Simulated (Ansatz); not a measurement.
Task: energies of removing a hydrogen of BH6NOSi, SMILES OBN[SiH3], with Ansatz's Python interface. Give the script and its output. Level of theory (for the species named): MP2, cc-pVDZ basis, multiplicity 1.

Input file `bh6nosi.xyz`:
```text
10

O    -1.04540    1.73270   -1.24390
B     0.01290    1.11140   -0.57980
N     0.24910   -0.36220   -0.84150
Si    0.24270   -1.19990    0.74320
H    -1.85730    1.67080   -0.65270
H     0.72440    1.75430    0.13330
H     1.29720   -0.44550   -1.15030
H     0.48780   -2.62340    0.54400
H    -1.18280   -1.03900    1.33970
H     1.15440   -0.65040    1.71100
```

The script, `bde_bh6nosi.py`:
```python
# -*- coding: utf-8 -*-
import logging
import sys

import ansatz as az

logging.basicConfig(stream=sys.stdout, format="[%(levelname)s] %(message)s")
log = logging.getLogger("run")
log.setLevel(logging.INFO)


def single_point(molecule, charge=0, unpaired=0):
    calc = (
        molecule.calculation()
        .basis(gaussian="cc-pVDZ")
        .correlation("mp2")
    )
    if charge:
        calc = calc.charge(charge)
    if unpaired:
        calc = calc.spin("collinear", total=unpaired)
    return calc.run().report["free_energy_ev"]

def without(molecule, index):
    rest = az.Crystal.molecule()
    for i, site in enumerate(molecule.cartesian_sites):
        if i != index:
            rest = rest.atom(site.symbol, site.position_ang)
    return rest


def main():
    geometry = az.Crystal.molecule_from_extxyz("bh6nosi.xyz")

    whole = single_point(geometry, 0)
    hydrogen = single_point(az.Crystal.molecule().atom("H", (0, 0, 0)), 0, 1)
    log.info(f"E(molecule) = {whole:.5f} eV, E(H) = {hydrogen:.5f} eV")
    for index in [4, 5, 6]:
        radical = single_point(without(geometry, index), 0, 1)
        log.info(f"H{index}: homolysis {(radical + hydrogen - whole):.3f} eV")
        anion = single_point(without(geometry, index), -1)
        log.info(f"H{index}: loss of a proton {(anion - whole):.3f} eV")


if __name__ == "__main__":
    main()
```

```console
$ python bde_bh6nosi.py
[INFO] E(molecule) = -12164.14981 eV, E(H) = -13.58606 eV
[INFO] H4: homolysis 4.333 eV
[INFO] H4: loss of a proton 15.612 eV
[INFO] H5: homolysis 4.369 eV
[INFO] H5: loss of a proton 18.799 eV
[INFO] H6: homolysis 4.312 eV
[INFO] H6: loss of a proton 16.058 eV
```

Notes:
- Total energies depend on the basis set; only differences at equal settings carry meaning.
- The geometry is a force-field or estimated start, not a minimum of this method, and the basis set is short of its limit. All parts are taken at fixed geometry, without zero-point energy.
- Anions want diffuse functions, which this basis lacks.
- Run time: 11 s on 1 thread of Arm Neoverse V1, with other jobs on the host, peak memory 0.26 GiB.

(A comment or docstring line of the script was reworded after the run, the code is as it ran; lines on the test bed's own set-up are left out of the output.)
